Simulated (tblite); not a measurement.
# CH13ClO2Si6: the cost of one run

Computed with tblite 0.8.0 (tight binding) and PySCF 2.14.0 (DFT, with response routines of our own); each step states its level. Atoms count from 0 throughout.

## (1) The starting structure

23 atoms, charge 0, multiplicity 1; geometry from: MMFF94s geometry.

Bonds of the start (Å): C0–H10 1.10, C0–H11 1.08, C0–H12 1.10, C0–O1 1.41, O1–Si2 1.67, O8–Si9 1.65, Si2–H13 1.48, Si2–Si3 2.28, Si2–Si7 2.29, Si3–H14 1.49, Si3–Si4 2.26, Si3–Si5 2.27, Si4–H15 1.49, Si4–H16 1.48, Si4–H17 1.48, Si5–Cl6 2.04, Si5–H18 1.49, Si5–Si7 2.29, Si7–H19 1.49, Si7–O8 1.65, Si9–H20 1.48, Si9–H21 1.48, Si9–H22 1.48.

## (2) GFN2-xTB relaxation, conformer 1

The job: settings as JSON, then the geometry in Å.

```
{"job": {"xc": "GFN2-xTB", "basis": "xTB", "kind": "relax"}, "charge": 0, "multiplicity": 1}
C     -0.593900     2.843000     0.138800
O     -1.187200     2.063900     1.159900
Si    -0.737900     0.476200     1.410500
Si    -1.517300    -0.940600    -0.196000
Si    -3.233000    -2.174200     0.605300
Si     0.416000    -2.088200     0.081300
Cl     1.203500    -2.781900    -1.665700
Si     1.384800    -0.149300     0.828600
O      1.999200     0.789100    -0.385100
Si     3.354500     0.932300    -1.312400
H     -0.686000     2.359800    -0.841300
H      0.439000     3.075000     0.370100
H     -1.154700     3.793900     0.100000
H     -1.106100     0.023100     2.770000
H     -1.683800    -0.302800    -1.528200
H     -2.899500    -2.727800     1.945500
H     -3.516600    -3.306000    -0.310900
H     -4.464300    -1.356800     0.722600
H      0.363300    -3.167200     1.107900
H      2.334500    -0.286500     1.966900
H      4.483300     1.381100    -0.458400
H      3.678000    -0.375800    -1.922100
H      3.119500     1.946600    -2.364900
```

Launch:

```bash
$ OMP_NUM_THREADS=1 python ens_run.py task.json out
```

This one command runs the whole study; its stages follow in the order run.

Q: Estimate the wall time of this first job on 1 thread of Arm Neoverse V1, shared host.

About 5.6 s.
